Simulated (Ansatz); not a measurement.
# CrBrO: the cost of one run

Program: Ansatz 0.2.0. Level of theory: DFT PBEsol+U (U_eff = 3 eV on Cr d), plane waves, PAW. These are calculated values, not measurements.

## 1. The structure to begin with

It takes space group Pmmn (No. 59, orthorhombic). Conventional cell: a = 3.232 Å, b = 3.863 Å, c = 8.360 Å, α = 90.00°, β = 90.00°, γ = 90.00°. Around Cr (site symmetry mm2) lie 4 O at 1.98 to 2.01 Å and 2 Br at 2.44 Å. Around Br (site symmetry mm2) lie 2 Cr at 2.44 Å. Around O (site symmetry mm2) lie 4 Cr at 1.98 to 2.01 Å.

Coordinates:

```cif
data_structure
_symmetry_space_group_name_H-M 'P 1'
_symmetry_Int_Tables_number 1
_cell_length_a 3.2320
_cell_length_b 3.8630
_cell_length_c 8.3600
_cell_angle_alpha 90.000
_cell_angle_beta 90.000
_cell_angle_gamma 90.000
_cell_volume 104.38
loop_
_atom_site_label
_atom_site_type_symbol
_atom_site_fract_x
_atom_site_fract_y
_atom_site_fract_z
_atom_site_occupancy
Cr1 Cr 0.50000 0.50000 0.10200 1
Cr2 Cr 0.00000 0.00000 0.89800 1
Br1 Br 0.00000 0.50000 0.32000 1
Br2 Br 0.50000 0.00000 0.68000 1
O1 O 0.00000 0.50000 0.96500 1
O2 O 0.50000 0.00000 0.03500 1
```

Magnetic order typed: opposed in the cell.

## 2. From atoms, symmetry kept, no search

input.yaml

```yaml
crystal:
  lattice:
    - [3.23199994, 0.0, 0.0]
    - [0.0, 3.86299993, 0.0]
    - [0.0, 0.0, 8.35999985]
  atoms:
    - { symbol: Cr, position: [0.5, 0.5, 0.102], spin: 3.0 }
    - { symbol: Cr, position: [0.0, 0.0, 0.898], spin: -3.0 }
    - { symbol: Br, position: [0.0, 0.5, 0.32] }
    - { symbol: Br, position: [0.5, 0.0, 0.68] }
    - { symbol: O, position: [0.0, 0.5, 0.965] }
    - { symbol: O, position: [0.5, 0.0, 0.035] }
basis:
  ecutwfc: 420
  ecutrho_ratio: 4
kpoints:
  mp_grid: { grid: [6, 5, 3] }
hamiltonian:
  xc: pbesol
  hubbard:
    sites: [{ site: 0, l: d, u_eff: 3.0 }, { site: 1, l: d, u_eff: 3.0 }]
scf:
  occupations: { method: gaussian, width: 0.05 }
  lower_state_search: "off"
  max_iter: 150
output:
  forces: true
  stress: true
  eigenvalues: true
  populations: true
  hubbard: { sites: [{ site: 0, l: d }, { site: 1, l: d }] }
magnetization:
  spin_polarized: true
```

On the command line:

```
$ ansatz run input.yaml --threads 4 --pin off --max-ram 6144MiB --backend cpu --events-out ev --progress --plain --runs-dir out
```

**Question.** How long does this run take on 4 threads of Arm Neoverse V1, shared host, and how much memory does it need?

About 9.3 s, with a peak of 0.52 GiB.
